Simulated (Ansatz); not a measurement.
# GaBPN: the cost of one run

Method: DFT PBE, scalar-relativistic, plane waves, PAW, in Ansatz 0.2.0.

### 1 The system as given

It takes space group P4/mmm (No. 123, tetragonal). The conventional cell has a = 3.410 Å, b = 3.410 Å, c = 5.156 Å, α = 90.00°, β = 90.00°, γ = 90.00°. Ga (site symmetry 4/mmm) is surrounded by 4 B at 2.41 Å and 2 P at 2.58 Å. B (site symmetry 4/mmm) is surrounded by 4 Ga at 2.41 Å. Around P (site symmetry 4/mmm) lie 4 N at 2.41 Å and 2 Ga at 2.58 Å. N (site symmetry 4/mmm) is surrounded by 4 P at 2.41 Å and 2 B at 2.58 Å.

As a file:

```cif
data_structure
_symmetry_space_group_name_H-M 'P 1'
_symmetry_Int_Tables_number 1
_cell_length_a 3.4101
_cell_length_b 3.4101
_cell_length_c 5.1556
_cell_angle_alpha 90.000
_cell_angle_beta 90.000
_cell_angle_gamma 90.000
_cell_volume 59.95
loop_
_atom_site_label
_atom_site_type_symbol
_atom_site_fract_x
_atom_site_fract_y
_atom_site_fract_z
_atom_site_occupancy
Ga1 Ga 0.50000 0.50000 0.50000 1
B1 B 0.00000 0.00000 0.50000 1
P1 P 0.50000 0.50000 0.00000 1
N1 N 0.00000 0.00000 0.00000 1
```

Recipe of the guess: species swapped into a database cell of KNaICl (P4/mmm, No. 123), with Ga on the K sites, N on the Na sites, P on the I sites and B on the Cl sites. Its size is a rough estimate.

### 2 The guess as it stands, on a coarse mesh

File input.yaml:

```yaml
crystal:
  lattice:
    - [3.41011162, 0.0, 0.0]
    - [0.0, 3.41011162, 0.0]
    - [0.0, 0.0, 5.15558947]
  atoms:
    - { symbol: Ga, position: [0.5, 0.5, 0.5] }
    - { symbol: B, position: [0.0, 0.0, 0.5] }
    - { symbol: P, position: [0.5, 0.5, 0.0] }
    - { symbol: "N", position: [0.0, 0.0, 0.0] }
basis:
  ecutwfc: 420
kpoints:
  mp_grid: { grid: [6, 6, 4] }
hamiltonian:
  xc: pbe
scf:
  occupations: { method: gaussian, width: 0.1 }
  lower_state_search: "off"
output:
  forces: true
  stress: true
  eigenvalues: true
```

On the command line:

```console
ansatz run input.yaml --threads 1 --pin off --max-ram 2560MiB --backend cpu --events-out ev --progress --plain --runs-dir out
```

**Question.** How long does this run take on 1 thread of Intel Xeon at 2.50GHz (Skylake/Cascade Lake), shared host, and how much memory does it need?

About 4.5 s, with a peak of 0.36 GiB.
